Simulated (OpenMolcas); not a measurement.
# Li: CASSCF and CASPT2 terms and fine-structure levels

Which level of Li lies lowest, and where do the others fall? The reference wave functions come first, then spin-orbit coupling, then second-order correlation under several settings.

Program: OpenMolcas 26.06. Level of theory: state-averaged CASSCF and CASPT2, spin-orbit coupling by RASSI with atomic mean-field integrals. These are calculated values, not measurements, unless marked.

## (1) What is computed

* Species: Li (lithium, Z = 3, 3 electrons)
* Basis: ANO-RCC-VDZ [3s2p], 9 functions
* Scalar Hamiltonian: X2C, point nucleus
* Inactive shells: 1s
* Active space: 1 electron in 8 orbitals (2s 2p 3s 3p)
* Some configurations of this space: 2p, 2s
* Orbitals: optimised for the ground-state spin in each parity, averaged over the low roots

Outer shells as boxes (Hund's rule):

2p
```
2p [↑ ][  ][  ]
```

2s
```
2s [↑ ]
```

Each step is its own input file, run in one work folder so that later steps find the files of earlier ones. Labels, J, g values, rates, χT and fits are worked out afterwards by a script from the matrices that RASSI stores.

## (2) GATEWAY and SEWARD: basis and integrals

File a.inp:

```
&GATEWAY
Coord
1

Li 0.0 0.0 0.0
Basis=ANO-RCC-VDZ
Group=XYZ
NoMove
AngMom=0.0 0.0 0.0
AMFI
RX2C
&SEWARD
```

Started as:

```console
$ OMP_NUM_THREADS=1 MOLCAS_MEM=2252 MOLCAS_PROJECT=a pymolcas a.inp > a.log
```

## (3) Start orbitals from a smaller active space

File a.inp:

```
&RASSCF
FileOrb=start.orb
Symmetry=1
Spin=2
nActEl=1 0 0
Inactive=1 0
Ras2=1 3
CIRoot=1 1 1
SDav=1
CIMx=300
Iter=120 100
PrWF=0.3
OrbListing=Nothing
MaxOrb=0
Atom
>>> COPY $Project.JobIph JOBPRE
```

## (4) Reference wave functions, doublets of even parity, 1 root

File a.inp:

```
&RASSCF
FileOrb=start.orb
Symmetry=1
Spin=2
nActEl=1 0 0
Inactive=1 0
Ras2=2 6
CIRoot=1 1 1
SDav=2
CIMx=300
Iter=120 100
PrWF=0.3
OrbListing=Nothing
MaxOrb=0
Atom
>>> COPY $Project.JobIph JOB001
```

## (5) CASSCF: doublets of odd parity, 3 roots

File a.inp:

```
&RASSCF
FileOrb=start.orb
Symmetry=2
Spin=2
nActEl=1 0 0
Inactive=1 0
Ras2=2 6
CIRoot=3 3 1
SDav=6
CIMx=300
Iter=120 100
PrWF=0.3
OrbListing=Nothing
MaxOrb=0
Atom
>>> COPY $Project.JobIph JOB002
```

## (6) RASSI: spin-orbit coupling between the states

File a.inp:

```
&RASSI
NrOfJobIphs=2 1 3
1
1 2 3
IphNames
JOB001
JOB002
EJob
SpinOrbit
DIPRint=1.0
SOCoupling=1000.0
Subsets=2
MEES
Property=10
'ANGMOM' 1 'ANGMOM' 2 'ANGMOM' 3 'MLTPL  1' 1 'MLTPL  1' 2 'MLTPL  1' 3
'AMFI' 1 'AMFI' 2 'AMFI' 3 'MLTPL  2' 6
SOProperty=3
'ANGMOM' 1 'ANGMOM' 2 'ANGMOM' 3
```

## (7) CASPT2: IPEA 0.15, real shift 0.5 (closed shells correlated: none)

File a.inp:

```
>>> COPY JOB001 $Project.JobIph
&CASPT2
Multistate=1 1
Frozen=1 0
IPEA=0.15
Shift=0.5
MaxIter=60
WThr=0.0 0.3 0.05
PrWF=0.5
NoMix
>>> COPY JOB002 $Project.JobIph
&CASPT2
Multistate=3 1 2 3
Frozen=1 0
IPEA=0.15
Shift=0.5
MaxIter=60
WThr=0.0 0.3 0.05
PrWF=0.5
NoMix
```

## (8) CASPT2: IPEA 0.5, imaginary shift 0.1 (closed shells correlated: 1s), extended multistate

File a.inp:

```
>>> COPY JOB001 $Project.JobIph
&CASPT2
Multistate=1 1
Frozen=0 0
IPEA=0.5
Imaginary=0.1
MaxIter=60
WThr=0.0 0.3 0.05
PrWF=0.5
NoMix
>>> COPY JOB002 $Project.JobIph
&CASPT2
XMultistate=3 1 2 3
Frozen=0 0
IPEA=0.5
Imaginary=0.1
MaxIter=60
WThr=0.0 0.3 0.05
PrWF=0.5
NoMix
```

## (9) CASPT2: IPEA 0.4, imaginary shift 0.25 (closed shells correlated: 1s)

File a.inp:

```
>>> COPY JOB001 $Project.JobIph
&CASPT2
Multistate=1 1
Frozen=0 0
IPEA=0.4
Imaginary=0.25
MaxIter=60
WThr=0.0 0.3 0.05
PrWF=0.5
NoMix
>>> COPY JOB002 $Project.JobIph
&CASPT2
Multistate=3 1 2 3
Frozen=0 0
IPEA=0.4
Imaginary=0.25
MaxIter=60
WThr=0.0 0.3 0.05
PrWF=0.5
NoMix
```

(Steps that only read results are left out.)

What does the calculation give? Wanted: lowest level; first excited level; strongest of the lines computed, by gA, at SS-CASPT2 energies.

The runs gave:

```
                                                     quantity                                                                  value
                                                       method  SS-CASPT2, IPEA 0.15, real shift 0.5 (closed shells correlated: none)
                                                 lowest level                               2s 2S 1/2, 100 % of that term, g = 2.002
                                  ground level listed by NIST                                                                  2S1/2
                                          first excited level                                               2p 2P* 1/2 at 14900 cm-1
strongest of the lines computed, by gA, at SS-CASPT2 energies                     2p 2P* 3/2 → 2s 2S 1/2, 671.9 nm, A = 3.68e+07 s⁻¹
```

Cost and accuracy by method:

```tsv
method	time of its own steps	time with the reference	mean absolute difference from the measured levels (cm-1)
A. CASSCF	11 s	11 s	5.8
B. SS-CASPT2, IPEA 0.15, real shift 0.5, +none	0.98 s	12 s	5.8
C. XMS-CASPT2, IPEA 0.5, imaginary shift 0.1, +1s	1.1 s	12 s	24
D. SS-CASPT2, IPEA 0.4, imaginary shift 0.25, +1s	1 s	12 s	20
```

Times are of one thread on a shared host.

What this shows: Method B lies closest to the measured levels (5.8 cm⁻¹ on average, level with A) and C farthest (24). Only the configurations of the active space and the roots asked for are present. Not all states of the active space went into the spin-orbit step. The levels of the extra active shells were not computed. Levels of other configurations are missing from the list.
